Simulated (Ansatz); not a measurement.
# GaPt3: the cost of one run

All numbers are computed with the Python package of Ansatz 0.2.0. The levels of theory stand in the script.

## 1. The system

Symmetry: Pm-3m, No. 221, cubic system. Conventional cell: a = 3.910 Å, b = 3.910 Å, c = 3.910 Å, α = 90.00°, β = 90.00°, γ = 90.00°. Around Ga (site symmetry m-3m) lie 12 Pt at 2.76 Å. Pt (site symmetry 4/mmm) has 4 Ga at 2.76 Å and 8 Pt at 2.76 Å in its first shell of neighbours.

The script holds or builds the structure itself.

## 2. The script

gapt3.py

```python
"""One structure of GaPt3 under several functionals."""

from dataclasses import dataclass
import warnings

import ansatz
from tabulate import tabulate


@dataclass(frozen=True)
class RunConfig:
    smearing: str = "gaussian"
    sigma: float = 0.15
    k_length: int = 22


opts = RunConfig()

warnings.simplefilter("ignore", ansatz.DeckWarning)

lattice = ansatz.Lattice.of(
    (3.909878, 0.0, 0.0),
    (0.0, 3.909878, 0.0),
    (0.0, 0.0, 3.909878),
)
sites = [
    ("Ga", (0.0, 0.0, 0.0)),
    ("Pt", (0.0, 0.5, 0.5)),
    ("Pt", (0.5, 0.5, 0.0)),
    ("Pt", (0.5, 0.0, 0.5)),
]
structure = ansatz.Crystal(lattice=lattice)
for symbol, position in sites:
    structure = structure.atom(symbol, position)

base = (
    structure.calculation()
    .occupations(opts.smearing, width=opts.sigma)
    .basis(24 * ansatz.Ha)
    .kpoints(length=opts.k_length)
    .forces()
    .stress()
)

rows = []
for value in ["blyp", "pbesol", "lda"]:
    report = base.functional(value).run(threads=1).report
    rows.append((value, report["free_energy_ev"] / len(report["lattice"]["sites"]), report["n_iterations"], sum(report["stress_gpa"][i][i] for i in range(3)) / 3, max(abs(f) for row in report["forces_ev_ang"] for f in row), report["n_kpoints"]))

print(tabulate(rows, headers=["functional", "F/atom (eV)", "iterations", "P (GPa)", "max component (eV/A)", "k-points"], floatfmt=".4f", tablefmt="simple"))
```

## 3. The calls as engine input

The package turns the script's settings into the engine's input (first run):

```yaml
crystal:
  lattice:
    - [3.909878, 0.0, 0.0]
    - [0.0, 3.909878, 0.0]
    - [0.0, 0.0, 3.909878]
  atoms:
    - { symbol: Ga, position: [0.0, 0.0, 0.0] }
    - { symbol: Pt, position: [0.0, 0.5, 0.5] }
    - { symbol: Pt, position: [0.5, 0.5, 0.0] }
    - { symbol: Pt, position: [0.5, 0.0, 0.5] }
basis:
  ecutwfc: 653.073269903712
kpoints:
  mp_grid:
    grid: [6, 6, 6]
hamiltonian:
  xc: blyp
scf:
  occupations:
    method: gaussian
    width: 0.15
output:
  forces: true
  stress: true
```

## 4. Running it

Command:

```console
$ python gapt3.py
```

What time and memory should one allow on 1 thread of Arm Neoverse V2, shared host?

About 13 s, with a peak of 0.45 GiB.
